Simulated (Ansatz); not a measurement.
**CH₆InNOS: how energies converge with the basis set**

One table from this session's results is given with a row withheld; the runs are named, their logs left out.

Program: Ansatz 0.2.0, Gaussian basis. Level of theory: one geometry, several basis sets. These are calculated values, not measurements.

The runs, in order: PBE0-D4/def2-SVP; ωB97M-V/def2-SVP; PBE0-D4/def2-QZVPP; ωB97M-V/def2-QZVPP; the functionals' def2-TZVPP values are taken from earlier runs.

## The geometry

An earlier PBE0-D4 in a triple-zeta def2 set relaxation fixed the geometry. In takes the def2 core potential; no spin-orbit term is included.

SMILES `C[O][In]([NH2])[SH]`, 11 atoms, charge 0, spin multiplicity 1.

Atoms are counted from 1 here; the program's logs count them from 0.

Bond lengths: C1–O2 1.400 Å, C1–H6 1.096 Å, C1–H7 1.100 Å, C1–H8 1.100 Å, O2–In3 1.984 Å, In3–N4 2.008 Å, In3–S5 2.376 Å, N4–H9 1.011 Å, N4–H10 1.010 Å, S5–H11 1.344 Å. Angles: O2–C1–H6 108.6°, O2–C1–H7 112.9°, O2–C1–H8 112.9°, H6–C1–H7 107.2°, H6–C1–H8 107.2°, H7–C1–H8 107.6°, C1–O2–In3 122.0°, O2–In3–N4 115.6°, O2–In3–S5 117.3°, N4–In3–S5 126.8°, In3–N4–H9 114.8°, In3–N4–H10 116.4°, H9–N4–H10 109.1°, In3–S5–H11 92.2°.

Geometry (Å):

```xyz
11
charge 0, multiplicity 1
C    -1.2144   -1.3671    0.8471
O    -0.3200   -0.3178    1.0904
In    0.5613    0.6752   -0.3837
N     1.6730    2.2505    0.1764
S     0.0360    0.0207   -2.6064
H    -1.5627   -1.7604    1.8086
H    -0.7552   -2.2041    0.3007
H    -2.1039   -1.0494    0.2837
H     2.0404    2.1973    1.1165
H     2.4139    2.5238   -0.4530
H    -0.7684   -0.9686   -2.1803
```

Set-up of the first run:

Input file in.yaml:

```yaml
crystal:
  periodic: [false, false, false]
  atoms:
    - {symbol: C, position_ang: [-1.214435, -1.367089, 0.847124]}
    - {symbol: O, position_ang: [-0.320005, -0.317838, 1.090424]}
    - {symbol: In, position_ang: [0.561274, 0.675229, -0.383708]}
    - {symbol: N, position_ang: [1.672995, 2.250504, 0.176422]}
    - {symbol: S, position_ang: [0.036005, 0.020665, -2.606355]}
    - {symbol: H, position_ang: [-1.562682, -1.760364, 1.808594]}
    - {symbol: H, position_ang: [-0.755207, -2.204142, 0.300742]}
    - {symbol: H, position_ang: [-2.103883, -1.049421, 0.283676]}
    - {symbol: H, position_ang: [2.040408, 2.197313, 1.116455]}
    - {symbol: H, position_ang: [2.413907, 2.523775, -0.453026]}
    - {symbol: H, position_ang: [-0.768377, -0.968623, -2.180348]}
basis:
  gaussian: {orbitals: def2-SVP}
hamiltonian: {xc: pbe0, dispersion: d4}
output: {orbitals: {seedname: orbitals}}
```

Among the steps run: PBE0-D4 in def2-SVP; ωB97M-V in def2-SVP; PBE0-D4 in def2-QZVPP; ωB97M-V in def2-QZVPP.

One of the session's tables, all rows but one given; the rest of the session is left out.

It belongs to the step «Functionals by basis». 

| functional | basis | HOMO (eV) |
| --- | --- | --- |
| PBE0-D4 | def2-SVP | -7.15 |
| PBE0-D4 | def2-TZVPP | -7.39 |
| PBE0-D4 | def2-QZVPP | -7.44 |
| ωB97M-V | def2-SVP | -9.44 |
| ωB97M-V | def2-TZVPP | ? |
| ωB97M-V | def2-QZVPP | -9.74 |

Estimate the missing values for ωB97M-V, def2-TZVPP.

The run gave: HOMO (eV): -9.69. In the column «HOMO (eV)» it lies between ωB97M-V, def2-QZVPP (-9.74) and ωB97M-V, def2-SVP (-9.44).
